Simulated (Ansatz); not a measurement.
# SnTe2: how the settings move a single-point run

Aim: see which settings change the result for SnTe2, by how much, and at what cost. The cell is built on a prototype (rutile) and needn't be the phase found in nature.

Computed with Ansatz 0.2.0 (reference: DFT, PBE, plane waves, PAW, unless a step's input says otherwise).

2 further runs of the same task are left out: 1 for a known fault of the program, 1 that didn't finish. Runs told in other sessions of the task aren't counted.

### 1 The starting structure

It takes space group P4_2/mnm (No. 136, tetragonal). The conventional cell has a = 6.959 Å, b = 6.959 Å, c = 4.418 Å, α = 90.00°, β = 90.00°, γ = 90.00°. Around Sn (site symmetry mmm) lie 6 Te at 2.94 to 2.98 Å. Te (site symmetry m2m) is surrounded by 3 Sn at 2.94 to 2.98 Å.

Structure file:

```cif
data_structure
_symmetry_space_group_name_H-M 'P 1'
_symmetry_Int_Tables_number 1
_cell_length_a 6.9586
_cell_length_b 6.9586
_cell_length_c 4.4179
_cell_angle_alpha 90.000
_cell_angle_beta 90.000
_cell_angle_gamma 90.000
_cell_volume 213.92
loop_
_atom_site_label
_atom_site_type_symbol
_atom_site_fract_x
_atom_site_fract_y
_atom_site_fract_z
_atom_site_occupancy
Sn1 Sn 0.00000 0.00000 0.00000 1
Sn2 Sn 0.50000 0.50000 0.50000 1
Te1 Te 0.30235 0.30235 0.00000 1
Te2 Te 0.19765 0.80235 0.50000 1
Te3 Te 0.80235 0.19765 0.50000 1
Te4 Te 0.69765 0.69765 0.00000 1
```

### 2 The reference run

input.yaml reads:

```yaml
crystal:
  lattice:
    - [6.9585660197, 0.0, 0.0]
    - [0.0, 6.9585660197, 0.0]
    - [0.0, 0.0, 4.4179125098]
  atoms:
    - { symbol: Sn, position: [0.0, 0.0, 0.0] }
    - { symbol: Sn, position: [0.5, 0.5, 0.5] }
    - { symbol: Te, position: [0.3023537661, 0.3023537661, 0.0] }
    - { symbol: Te, position: [0.1976462339, 0.8023537661, 0.5] }
    - { symbol: Te, position: [0.8023537661, 0.1976462339, 0.5] }
    - { symbol: Te, position: [0.6976462339, 0.6976462339, 0.0] }
kpoints:
  mp_grid: { grid: [4, 4, 4] }
hamiltonian:
  xc: pbe
scf:
  occupations: { method: fermi_dirac, width: 0.02 }
  n_extra_bands: 5
output:
  forces: true
  stress: true
  eigenvalues: true
```

The run is started by

```console
> ansatz run input.yaml --threads 4 --pin off --max-ram 4608MiB --backend cpu --events-out ev --progress --plain --runs-dir out
```

Excerpt of the output:

```text
[...]
Basis set: ecut = 420 eV, 4195 PW (Γ), exchange–correlation on 96×96×60 points (8 copies of the dense FFT grid, shifted against one another)
[...]
k-points: 18 of 64
[...]
SCF iter   1: F=—  HF=-39967.651567 eV  |F-HF|=—  |Δ(HF+E_count)|=         —  Δρ=1.48e-3  dr2=3.01e-3  ethr=1.77e-3  ⟨swp⟩=7.4  Hψ=3800  notcnv=0
preconditioner: auto → LDOS  [metal: Δε(μ)=0.005 eV  Ē_g=6.886 eV  σ=0.020 eV  W_gap=0.06  n_scr=46 (ndim 8)  ℏωp=14.4 eV  f_vac=0.073  D(μ)=9.57/eV (n_scr^D=72)  β→1.0]
SCF iter   2: F=—  HF=-39967.650806 eV  |F-HF|=—  |Δ(HF+E_count)|=   7.61e-4  Δρ=6.18e-4  dr2=7.08e-4  ethr=3.27e-6  ⟨swp⟩=2.6  Hψ=2053  notcnv=0  defer=7
[...]
SCF iter   5: F=—  HF=-39967.650499 eV  |F-HF|=—  |Δ(HF+E_count)|=   2.45e-6  Δρ=2.62e-5  dr2=1.05e-6  ethr=1.11e-8  ⟨swp⟩=2.0  Hψ=1741  notcnv=0  defer=7
SCF iter   6: F=-39967.650498 eV  HF=-39967.650498 eV  |F-HF|=6.92e-8  |Δ(HF+E_count)|=   1.61e-7  Δρ=6.51e-6  dr2=9.18e-8  ethr=1.09e-10  ⟨swp⟩=5.9  Hψ=4311  notcnv=0
[...]
SCF converged after 6 iterations
Free energy (F): -39967.650498 eV
[...]
E sigma→0 (E₀):  -39967.644477 eV
[...]
Fermi energy:    7.169298 eV
[...]
  P = ⅓ Tr σ = 1.2642 GPa (12.642 kbar)
[...]
```

Wall time 6.2 s (4 threads of Arm Neoverse N1, shared host); peak memory 0.66 GiB.

### 3 Variant: occupations.method gaussian, occupations.width 0.001

Edit input.yaml of step 2 so:

```diff
@@ -17,3 +17,3 @@
 scf:
-  occupations: { method: fermi_dirac, width: 0.02 }
+  occupations: { method: gaussian, width: 0.001 }
   n_extra_bands: 5
```

The run is started by

```console
> ansatz run input.yaml --threads 4 --pin off --max-ram 4608MiB --backend cpu --events-out ev --progress --plain --runs-dir out
```

The log of the run, cut to the lines that bear on the results:

```text
Warning: RAYON_NUM_THREADS=4 ignored (pool sized by the plan → 4); use --threads N
scf.n_extra_bands = 5 over 46 filled bands (N_el = 92.0): the run solves 51 bands
[...]
Pseudopotentials: kind: paw
Pseudopotential: Sn, paw, valence charge 14, recommended cutoff 420 eV (normal), Sn.paw.azcp
Pseudopotential: Te, paw, valence charge 16, recommended cutoff 420 eV (normal), Te.paw.azcp
Functional definition: PBE
[...]
Crystal: 6 atoms, lattice volume = 213.923 Å³
Basis set: ecut = 420 eV, 4195 PW (Γ), exchange–correlation on 96×96×60 points (8 copies of the dense FFT grid, shifted against one another)
Bands: 51, of which v1, the nominal top of the filled ones, is band 46 counted from 1 (45 counted from 0)
Symmetry: 16 space group operations
Space group: P42/mnm (ITA 136), of the structure as read, at distance tolerance 6.0e-5 Å
k-points: 18 of 64
[...]
SCF iter   1: F=—  HF=-39967.644961 eV  |F-HF|=—  |Δ(HF+E_count)|=         —  Δρ=1.47e-3  dr2=2.69e-3  ethr=1.77e-3  ⟨swp⟩=7.5  Hψ=3807  notcnv=0
[...]
SCF iter   9: F=-39967.643939 eV  HF=-39967.643939 eV  |F-HF|=8.82e-9  |Δ(HF+E_count)|=   2.21e-8  Δρ=2.00e-6  dr2=1.25e-8  ethr=1.09e-10  ⟨swp⟩=9.4  Hψ=3742  notcnv=0
[...]
SCF converged after 9 iterations
Free energy (F): -39967.643939 eV
[...]
E sigma→0 (E₀):  -39967.643922 eV
Entropy (-TS):   -0.000035 eV (-0.006 meV/atom)
Fermi energy:    7.166901 eV
[...]
--- Forces (eV/Å), atoms counted from 1 ---
  atom   1  Sn     0.00000000    -0.00000000     0.00000000
  atom   2  Sn     0.00000000     0.00000000     0.00000000
  atom   3  Te    -0.09163353    -0.09163353     0.00000000
  atom   4  Te     0.09163353    -0.09163353     0.00000000
  atom   5  Te    -0.09163353     0.09163353     0.00000000
  atom   6  Te     0.09163353     0.09163353     0.00000000
[...]
--- Stress (GPa, compression-positive) ---
        1.267309       0.000000       0.000000
        0.000000       1.267309       0.000000
        0.000000       0.000000       1.376639
  P = ⅓ Tr σ = 1.3038 GPa (13.038 kbar)
--- Band table (eV; the first three rows and the last of 18) ---
[...]
```

It took 6.9 s on 4 threads of Arm Neoverse N1, shared host; peak memory 0.66 GiB.

Changing the smearing leaves the energy as it was (+0.1 meV/atom). Cost: 9 SCF cycles against 6.

### 4 Changed: occupations.method cold, occupations.width 0.2

Edit input.yaml of step 2 so:

```diff
@@ -17,3 +17,3 @@
 scf:
-  occupations: { method: fermi_dirac, width: 0.02 }
+  occupations: { method: cold, width: 0.2 }
   n_extra_bands: 5
```

The run is started by

```console
> ansatz run input.yaml --threads 4 --pin off --max-ram 4608MiB --backend cpu --events-out ev --progress --plain --runs-dir out
```

The log of the run, cut to the lines that bear on the results:

```text
Warning: RAYON_NUM_THREADS=4 ignored (pool sized by the plan → 4); use --threads N
scf.n_extra_bands = 5 over 46 filled bands (N_el = 92.0): the run solves 51 bands
[...]
[... 4 set-up lines as earlier in the session ...]
[...]
Crystal: 6 atoms, lattice volume = 213.923 Å³
Basis set: ecut = 420 eV, 4195 PW (Γ), exchange–correlation on 96×96×60 points (8 copies of the dense FFT grid, shifted against one another)
Bands: 51, of which v1, the nominal top of the filled ones, is band 46 counted from 1 (45 counted from 0)
[... 2 set-up lines as earlier in the session ...]
k-points: 18 of 64
[...]
SCF converged after 6 iterations
Stability not checked: this state was not tested for a lower state beside it, because cold or Methfessel-Paxton smearing, or corrected tetrahedra, fill the levels in a way that the test cannot read (fill_not_monotonic; see scf.lower_state_search)
Free energy (F): -39967.661279 eV
[...]
E sigma→0 (E₀):  -39967.661681 eV
Entropy (-TS):   0.001207 eV (0.201 meV/atom)
Fermi energy:    7.169805 eV
[...]
--- Forces (eV/Å), atoms counted from 1 ---
  atom   1  Sn     0.00000000    -0.00000000     0.00000000
  atom   2  Sn     0.00000000     0.00000000     0.00000000
  atom   3  Te    -0.06381053    -0.06381053     0.00000000
  atom   4  Te     0.06381053    -0.06381053     0.00000000
  atom   5  Te    -0.06381053     0.06381053     0.00000000
  atom   6  Te     0.06381053     0.06381053     0.00000000
[...]
--- Stress (GPa, compression-positive) ---
        1.183257       0.000000       0.000000
        0.000000       1.183257       0.000000
        0.000000       0.000000       1.220735
  P = ⅓ Tr σ = 1.1957 GPa (11.957 kbar)
--- Band table (eV; the first three rows and the last of 18) ---
[...]
```

Wall time 6.1 s (4 threads of Arm Neoverse N1, shared host); peak memory 0.66 GiB.

Changing the smearing moves the energy by -2.9 meV/atom (σ→0 values), and the largest force goes from 0.13 to 0.09 eV/Å.

### 5 A further run, with the input changed

Edit input.yaml of step 2 so:

```diff
@@ -19,2 +19,4 @@
   n_extra_bands: 5
+  convergence: { dr2_threshold: 0.0001 }
+  max_iter: 81
 output:
```

The run is started by

```console
> ansatz run input.yaml --threads 4 --pin off --max-ram 4608MiB --backend cpu --events-out ev --progress --plain --runs-dir out
```

The log of the run, cut to the lines that bear on the results:

```text
Warning: scf.convergence.dr2_threshold = 1e-4 eV is looser than this run's default, which is 1e-7 eV or tighter. The error in the forces grows as the threshold's square root, so leave the key out unless less accurate forces are enough
Warning: output.stress: scf.convergence.dr2_threshold = 1e-4 eV is looser than the 6e-10 eV advised for a printed stress (1e-10 eV for each atom of the cell: 6). What an SCF threshold leaves in a stress goes as its square root, and in the free energy as the threshold itself, and one [...]
Warning: RAYON_NUM_THREADS=4 ignored (pool sized by the plan → 4); use --threads N
scf.n_extra_bands = 5 over 46 filled bands (N_el = 92.0): the run solves 51 bands
[...]
[... 4 set-up lines as earlier in the session ...]
[...]
Crystal: 6 atoms, lattice volume = 213.923 Å³
Basis set: ecut = 420 eV, 4195 PW (Γ), exchange–correlation on 96×96×60 points (8 copies of the dense FFT grid, shifted against one another)
Bands: 51, of which v1, the nominal top of the filled ones, is band 46 counted from 1 (45 counted from 0)
[... 2 set-up lines as earlier in the session ...]
k-points: 18 of 64
[...]
SCF iter   1: F=—  HF=-39967.651567 eV  |F-HF|=—  |Δ(HF+E_count)|=         —  Δρ=1.48e-3  dr2=3.01e-3  ethr=1.77e-3  ⟨swp⟩=7.4  Hψ=3800  notcnv=0
[...]
SCF iter   6: F=-39967.650498 eV  HF=-39967.650498 eV  |F-HF|=6.84e-8  |Δ(HF+E_count)|=   1.62e-7  Δρ=6.50e-6  dr2=9.09e-8  ethr=1.14e-9  ⟨swp⟩=3.0  Hψ=2923  notcnv=0
[...]
SCF converged after 6 iterations
Free energy (F): -39967.650498 eV
[...]
E sigma→0 (E₀):  -39967.644477 eV
Entropy (-TS):   -0.012042 eV (-2.007 meV/atom)
Fermi energy:    7.169298 eV
[...]
--- Forces (eV/Å), atoms counted from 1 ---
  atom   1  Sn     0.00000000    -0.00000000     0.00000000
  atom   2  Sn     0.00000000     0.00000000     0.00000000
  atom   3  Te    -0.09197707    -0.09197707     0.00000000
  atom   4  Te     0.09197707    -0.09197707     0.00000000
  atom   5  Te    -0.09197707     0.09197707     0.00000000
  atom   6  Te     0.09197707     0.09197707     0.00000000
[...]
--- Stress (GPa, compression-positive) ---
        1.243567       0.000000       0.000000
        0.000000       1.243567       0.000000
        0.000000       0.000000       1.305535
  P = ⅓ Tr σ = 1.2642 GPa (12.642 kbar)
--- Band table (eV; the first three rows and the last of 18) ---
[...]
```

Wall time 6.5 s (4 threads of Arm Neoverse N1, shared host); peak memory 0.66 GiB.

### 6 Checking the result

The program finished normally, with warnings (force scf threshold loose, stress scf threshold loose). Its log warns: «scf.convergence.dr2_threshold = 1e-4 eV is looser than this run's default, which is 1e-7 eV or tighter. The error in the forces grows as the threshold's square root ...»

The threshold asked is loose, but the program put off the close and ended at dr2 = 9.1e-8, so little accuracy was lost here.

To undo it: delete scf.convergence.dr2_threshold (the default then holds).

Energy and cycle count are those of the reference, so the change (convergence setting) left the result and the number of cycles as they were.

### 7 Variant: mp_grid.shift [0, 0, 0.5]

Edit input.yaml of step 2 so:

```diff
@@ -13,3 +13,3 @@
 kpoints:
-  mp_grid: { grid: [4, 4, 4] }
+  mp_grid: { grid: [4, 4, 4], shift: [0, 0, 0.5] }
 hamiltonian:
```

The run is started by

```console
> ansatz run input.yaml --threads 4 --pin off --max-ram 4608MiB --backend cpu --events-out ev --progress --plain --runs-dir out
```

The log of the run, cut to the lines that bear on the results:

```text
Warning: RAYON_NUM_THREADS=4 ignored (pool sized by the plan → 4); use --threads N
scf.n_extra_bands = 5 over 46 filled bands (N_el = 92.0): the run solves 51 bands
[...]
[... 4 set-up lines as earlier in the session ...]
[...]
Crystal: 6 atoms, lattice volume = 213.923 Å³
Basis set: ecut = 420 eV, 4195 PW (Γ), exchange–correlation on 96×96×60 points (8 copies of the dense FFT grid, shifted against one another)
Bands: 51, of which v1, the nominal top of the filled ones, is band 46 counted from 1 (45 counted from 0)
[... 2 set-up lines as earlier in the session ...]
k-points: 12 of 64
[...]
SCF iter   1: F=—  HF=-39967.795321 eV  |F-HF|=—  |Δ(HF+E_count)|=         —  Δρ=1.97e-3  dr2=7.51e-3  ethr=1.77e-3  ⟨swp⟩=7.4  Hψ=2534  notcnv=0
[...]
SCF iter   6: F=-39967.792686 eV  HF=-39967.792686 eV  |F-HF|=2.91e-10  |Δ(HF+E_count)|=   3.23e-7  Δρ=3.28e-6  dr2=2.51e-8  ethr=1.09e-10  ⟨swp⟩=7.0  Hψ=2635  notcnv=0
[...]
SCF converged after 6 iterations
Free energy (F): -39967.792686 eV
[...]
E sigma→0 (E₀):  -39967.791317 eV
Entropy (-TS):   -0.002737 eV (-0.456 meV/atom)
Fermi energy:    7.198695 eV
[...]
--- Forces (eV/Å), atoms counted from 1 ---
  atom   1  Sn     0.00000000    -0.00000000     0.00000000
  atom   2  Sn     0.00000000     0.00000000     0.00000000
  atom   3  Te    -0.03311157    -0.03311157     0.00000000
  atom   4  Te     0.03311157    -0.03311157     0.00000000
  atom   5  Te    -0.03311157     0.03311157     0.00000000
  atom   6  Te     0.03311157     0.03311157     0.00000000
[...]
--- Stress (GPa, compression-positive) ---
        1.055325       0.000000       0.000000
        0.000000       1.055325       0.000000
        0.000000       0.000000       0.905942
  P = ⅓ Tr σ = 1.0055 GPa (10.055 kbar)
--- Band table (eV; the first three rows and the last of 12) ---
[...]
```

It took 4.2 s on 4 threads of Arm Neoverse N1, shared host; peak memory 0.63 GiB.

Changing the k-point mesh moves the energy by -23.7 meV/atom, and the mesh shows a spacing of 0.02 eV at the Fermi level, which on a coarse mesh need not be a gap and the largest force goes from 0.13 to 0.05 eV/Å. Sampling errors of the energy have no fixed sign. A gap read on a mesh depends on which points the mesh holds, and a coarse mesh shifts the density too. Cost: 4.2 s against 6.2 s.

### 8 Side by side

| run | ending | energy change | pressure (GPa) | gap (eV) | force (eV/Å) | cycles | time |
| --- | --- | --- | --- | --- | --- | --- | --- |
| reference | converged | 0 | 1.3 | 0.00 | 0.13 | 6 | 6.2 s |
| 1: occupations.method gaussian, occupations.width 0.001 | converged | +0.1 meV/atom (σ→0) | 1.3 | 0.00 | 0.13 | 9 | 6.9 s |
| 2: occupations.method cold, occupations.width 0.2 | converged | -2.9 meV/atom (σ→0) | 1.2 | 0.00 | 0.09 | 6 | 6.1 s |
| 3: dr2_threshold 0.0001 | converged | 0.0 meV/atom | 1.3 | 0.00 | 0.13 | 6 | 6.5 s |
| 4: mp_grid.shift [0, 0, 0.5] | converged | -23.7 meV/atom | 1.0 | 0.02 | 0.05 | 6 | 4.2 s |

Residual by cycle in the longest SCF loop of each run; runs are numbered as in the table. The quantity is the density residual dr2, in eV.

```
cycle  reference    run 1    run 2    run 3    run 4
    1    0.00301  0.00269  0.00386  0.00301  0.00751
    2     7.1e-4   6.7e-4   6.3e-4   7.1e-4  0.00246
    3     8.4e-5   6.9e-5   1.2e-4   8.4e-5   6.6e-5
    4     1.0e-5   1.0e-5   2.1e-5   1.0e-5   1.2e-5
    5     1.0e-6   7.7e-6   2.0e-6   1.0e-6   2.3e-7
    6     9.2e-8   3.4e-6   6.2e-8   9.1e-8   2.5e-8
    7          -   1.0e-6        -        -        -
    8          -   2.0e-7        -        -        -
    9          -   1.2e-8        -        -        -
```

What this shows: Semilocal functionals close small gaps, and spin-orbit coupling, left out here, moves these band edges, so the missing gap need not be the real solid's.
